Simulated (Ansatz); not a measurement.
# Sr2ZrGeO6: the cost of one run

Program: Ansatz 0.2.0. Level of theory: DFT PBE, scalar-relativistic, plane waves, PAW. These are calculated values, not measurements.

4 further runs of the same task are left out: 2 that didn't finish, 2 set aside as unsound or not needed.

## (1) The starting structure

It takes space group Fm-3m (No. 225, cubic). The conventional cell has a = 7.998 Å, b = 7.998 Å, c = 7.998 Å, α = 90.00°, β = 90.00°, γ = 90.00°. Sr (site symmetry -43m) is surrounded by 12 O at 2.83 Å. Around Zr (site symmetry m-3m) lie 6 O at 2.08 Å. Ge (site symmetry m-3m) has 6 O at 1.92 Å as nearest neighbours. Around O (site symmetry 4mm) lie 1 Ge at 1.92 Å and 1 Zr at 2.08 Å.

Coordinates:

```
Sr Zr Ge O
1.0
     0.00000    3.99897    3.99897
     3.99897    0.00000    3.99897
     3.99897    3.99897    0.00000
Sr Zr Ge O
2 1 1 6
Direct
  0.25000 0.25000 0.25000
  0.75000 0.75000 0.75000
  0.50000 0.50000 0.50000
  0.00000 0.00000 0.00000
  0.76010 0.23990 0.23990
  0.23990 0.76010 0.76010
  0.23990 0.76010 0.23990
  0.76010 0.23990 0.76010
  0.23990 0.23990 0.76010
  0.76010 0.76010 0.23990
```

It goes back to an entry of the Materials Project, which need not be the stable form.

This cell was relaxed beforehand with the same method: volume 12.79 Å³/atom, gap on the mesh 4.13 eV.

## (2) Zero of energy

The reference gives a free energy of -18984.6637 eV, pressure -0.01 GPa, largest force 0.001 eV/Å and gap on the mesh 4.13 eV. It was computed beforehand with the settings of the runs below.

## (3) The scan: freezing in a mode

Mode 13 of the phonon run on this cell, counted from the lowest, is frozen in: each atom moves by x times its row below, so x is the largest displacement.

```
atom      ux     uy      uz
 Sr1   0.000  0.000   0.000
 Sr2   0.000  0.000   0.000
 Zr3   0.000  0.000   0.000
 Ge4   0.000  0.000   0.000
  O5   0.000  0.000  -0.707
  O6   0.000  0.000  -0.707
  O7   0.707  0.000   0.707
  O8   0.707  0.000   0.707
  O9  -0.707  0.000   0.000
 O10  -0.707  0.000   0.000
```

## (4) x = -0.200 Å

Contents of input.yaml:

```yaml
crystal:
  lattice:
    - [0.0, 3.998970112, 3.998970112]
    - [3.998970112, 0.0, 3.998970112]
    - [3.998970112, 3.998970112, 0.0]
  atoms:
    - { symbol: Sr, position: [0.25, 0.25, 0.25] }
    - { symbol: Sr, position: [0.75, 0.75, 0.75] }
    - { symbol: Zr, position: [0.5, 0.5, 0.5] }
    - { symbol: Ge, position: [0.0, 0.0, 0.0] }
    - { symbol: O, position: [0.7777777403, 0.2575867041, 0.2222222597] }
    - { symbol: O, position: [0.2575867041, 0.7777777403, 0.7424132959] }
    - { symbol: O, position: [0.2399044819, 0.7247310737, 0.2399044819] }
    - { symbol: O, position: [0.7600955181, 0.2045400375, 0.7600955181] }
    - { symbol: O, position: [0.2222222597, 0.2575867041, 0.7777777403] }
    - { symbol: O, position: [0.7424132959, 0.7777777403, 0.2575867041] }
basis:
  ecutwfc: 420
kpoints:
  mp_grid: { grid: [6, 6, 6] }
hamiltonian:
  xc: pbe
scf:
  occupations: { method: gaussian, width: 0.05 }
output:
  forces: true
  stress: true
  eigenvalues: true
```

On the command line:

```bash
$ ansatz run input.yaml --threads 2 --pin off --max-ram 5120MiB --backend cpu --events-out ev --progress --plain --runs-dir out
```

**Question.** How long does this run take on 2 threads of Arm Neoverse V1, shared host, and how much memory does it need?

About 16 s, with a peak of 0.52 GiB.
